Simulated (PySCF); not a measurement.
# BSBr: singlet, from a PBE0 minimum start

Where does singlet BSBr go from a PBE0 minimum start, is the end point a minimum, and what are its modes, charges and moments?

Computed with PySCF 2.14.0. Level: PBE0, basis B def2-TZVP, S def2-TZVP, Br def2-TZVP, no relativity, density fitting.

## 1. Starting geometry

3 atoms, charge 0, spin multiplicity 1.

Bond lengths: B1–S2 1.606 Å, B1–Br3 1.832 Å. Angles: S2–B1–Br3 180.0°.

Coordinates in bohr (charge 0 multiplicity 1):
```
B     1.4452    0.0000    0.0000
S     4.4795    0.0000    0.0000
Br   -2.0164    0.0000    0.0000
```

## 2. The SCF at the typed geometry

The steps below are one call of a driver around PySCF. For each, scf.py gives the equivalent set-up of the SCF; relaxations use the driver's own optimiser. After this first run the driver tries any further starts and a stability analysis.

The input, scf.py:

```python
from pyscf import gto, scf, dft
mol = gto.M(atom='''
B      0.764780     0.000000     0.000000
S      2.370430     0.000000     0.000000
Br    -1.067020     0.000000    -0.000000''',
    basis={'B': 'def2-TZVP', 'S': 'def2-TZVP', 'Br': 'def2-TZVP'},
    charge=0, spin=0)
mf = dft.RKS(mol, xc='PBE0')
mf.grids.atom_grid = (50, 194)
aux = {'B': 'def2-universal-JKFIT', 'S': 'def2-universal-JKFIT', 'Br': 'def2-universal-JKFIT'}
mf = mf.density_fit(auxbasis=aux)
mf.conv_tol = 1e-08
mf.diis_space = 10
mf.max_cycle = 60
mf.init_guess = 'minao'
mf.verbose = 4
mf.kernel()
```

Command:

```bash
$ OMP_NUM_THREADS=4 python axn.py task.json out
```

The program printed:

```text
init E= -2996.10189981508
  HOMO = -0.323190528711026  LUMO = -0.069507644970681  gap/eV = 6.90306
cycle= 1 E= -2996.76869925129  delta_E= -0.667  |g|= 0.392  |ddm|= 1.87
  HOMO = -0.264687846834716  LUMO = -0.038228915984223  gap/eV = 6.16226
cycle= 2 E= -2996.70153296569  delta_E= 0.0672  |g|= 0.593  |ddm|= 0.705
  HOMO = -0.299461901374353  LUMO = -0.0315955277672645  gap/eV = 7.28902
cycle= 3 E= -2996.79178752281  delta_E= -0.0903  |g|= 0.155  |ddm|= 0.515
  HOMO = -0.30148355726069  LUMO = -0.0411499360419529  gap/eV = 7.08404
cycle= 4 E= -2996.79838807036  delta_E= -0.0066  |g|= 0.0337  |ddm|= 0.122
  HOMO = -0.300175172740629  LUMO = -0.0384679072131535  gap/eV = 7.12142
cycle= 5 E= -2996.79868211313  delta_E= -0.000294  |g|= 0.00893  |ddm|= 0.0299
  HOMO = -0.30107732309324  LUMO = -0.0389934176396141  gap/eV = 7.13167
cycle= 6 E= -2996.79870833363  delta_E= -2.62e-05  |g|= 0.00114  |ddm|= 0.00929
  HOMO = -0.301045321884419  LUMO = -0.0388882532305206  gap/eV = 7.13366
cycle= 7 E= -2996.79870868293  delta_E= -3.49e-07  |g|= 0.000191  |ddm|= 0.00109
  HOMO = -0.301030604913247  LUMO = -0.0388785423984805  gap/eV = 7.13352
cycle= 8 E= -2996.79870869351  delta_E= -1.06e-08  |g|= 2.61e-05  |ddm|= 0.00023
  HOMO = -0.301031198608411  LUMO = -0.0388808297008443  gap/eV = 7.13347
cycle= 9 E= -2996.7987086937  delta_E= -1.88e-10  |g|= 6.39e-06  |ddm|= 3.55e-05
  HOMO = -0.301032740972349  LUMO = -0.0388814572920479  gap/eV = 7.13350
Extra cycle  E= -2996.7987086937  delta_E= -3.64e-12  |g|= 5.75e-06  |ddm|= 9.95e-06
converged SCF energy = -2996.7987086937
```

This step, with its further starts and checks, took 4 s on 4 threads of Arm Neoverse V1, shared host.

No lower closed-shell solution turned up in the test of internal stability.

## 3. Relaxing the singlet from the PBE0 minimum start

The program finds C∞v symmetry in the start, which this walk keeps. Threshold on the gradient: 0.0003 Eh/bohr, with a further test on the energy change.

scf.py, as its differences from that of step 2:

```diff
@@ -3,3 +3,3 @@
-B      0.764780     0.000000     0.000000
-S      2.370430     0.000000     0.000000
-Br    -1.067020     0.000000    -0.000000''',
+B      0.764782     0.000000     0.000000
+S      2.370432     0.000000     0.000000
+Br    -1.067018     0.000000     0.000000''',
@@ -15 +14,0 @@
-mf.init_guess = 'minao'
```

Steps of the walk:

```tsv
step	energy (Eh)	change (kJ/mol)	largest symmetric gradient (Eh/bohr)
0	-2996.798709	0.00	0.00000
```

The walk took 0.8 s.

Geometry (Å) and forces (eV/Å) at some steps:

```
step 0
B    0.765   0.000   0.000   0.000   0.000   0.000
S    2.370   0.000   0.000   0.000   0.000   0.000
Br  -1.067   0.000   0.000   0.000   0.000   0.000
```

End point (C∞v, 0 steps, 0.0 kJ/mol gained): B–Br 1.832 Å, B–S 1.606 Å; Br–B–S 180.0°.

## 4. Frequencies

On the finer grid the gradient is checked again; gradients at displacements of ±0.02 bohr then give force constants and infrared intensities.

scf.py, as its differences from that of step 3:

```diff
@@ -9 +9 @@
-mf.grids.atom_grid = (50, 194)
+mf.grids.atom_grid = (75, 302)
@@ -12 +12 @@
-mf.conv_tol = 1e-08
+mf.conv_tol = 1e-10
```

This SCF starts from the last density.

SCF at the final geometry:

```text
init E= -2996.79863933157
  HOMO = -0.301032015401547  LUMO = -0.0388810007926642  gap/eV = 7.13349
cycle= 1 E= -2996.79863933157  delta_E=    0  |g|= 5.37e-07  |ddm|= 9.16e-07
  HOMO = -0.301032163037809  LUMO = -0.0388811376016087  gap/eV = 7.13349
Extra cycle  E= -2996.79863933157  delta_E= -1.82e-12  |g|= 7.19e-07  |ddm|= 1.1e-06
converged SCF energy = -2996.79863933157
```

The whole step took 14 s.

Geometry: C∞v; B–Br 1.832 Å, B–S 1.606 Å; Br–B–S 180.0°.

Modes, for the most abundant isotopes:

```
symmetry  ω (cm⁻¹)  IR (km/mol)  μ (u)
       π       305          1.4  11.97
      σ+       430          3.6  34.90
      σ+      1392          398  12.27
```

Every mode is real; the point is a minimum.

Constants and moments:

```yaml
Dipole_moment: 1.82 D
Highest_occupied_level: -8.19 eV
Lowest_empty_level: -1.06 eV
Rotational_constants: 0.06109 cm⁻¹
Zero-point_energy: 14.5 kJ/mol
Principal_polarisabilities: 35.7, 35.7, 80.8 bohr³
Atomisation_energy_without_zero-point_energy: 1036 kJ/mol
Principal_traceless_quadrupole_moments_about_the_centre_of_mass: -0.30, 0.15, 0.15 D Å
Entropy_at_298.15_K_and_1_bar: 260.0 J/(mol K)
Heat_capacity_Cp_at_298.15_K: 49.4 J/(mol K)
Enthalpy_at_298.15_K_above_0_K: 11.61 kJ/mol
Rotational_symmetry_number: 1
```

Populations by atom (charges in e):

```
atom  Mulliken  Löwdin  polar tensor  Mayer order to B1
  B1      0.05   -1.27          0.72                  –
  S2     -0.09    0.60         -0.47               2.45
 Br3      0.04    0.67         -0.25               1.41
```

Outer orbital energies (eV). occupied: -23.35, -20.38, -13.50, -10.92, -10.39, -10.39, -8.19, -8.19; empty: -1.06, -1.06, 0.05, 1.79.

Mulliken populations on B1: s 2.92, p 1.84, d 0.17, f 0.02.

## 5. Results

| quantity | value |
| --- | --- |
| minimum | singlet, C∞v |
| geometry | B–Br 1.832 Å, B–S 1.606 Å; Br–B–S 180.0° |
| wavenumbers (cm⁻¹) | 305 (π), 430 (σ+), 1392 (σ+) |
| dipole moment | 1.82 D |
| highest occupied, lowest empty level | -8.19, -1.06 eV |
| polar-tensor charge of B1 | +0.72 e |
| zero-point energy | 14.5 kJ/mol |
| entropy at 298.15 K | 260.0 J/(mol K) |
| atomisation energy (no zero-point energy) | 1036 kJ/mol |

**Reading.** The molecule stays C∞v, as typed, and the end point is a minimum. The strongest infrared band lies at 1392 cm⁻¹ (σ+). Other starts or spin states, not run here, may lie lower.

The search up to here took 20 s.
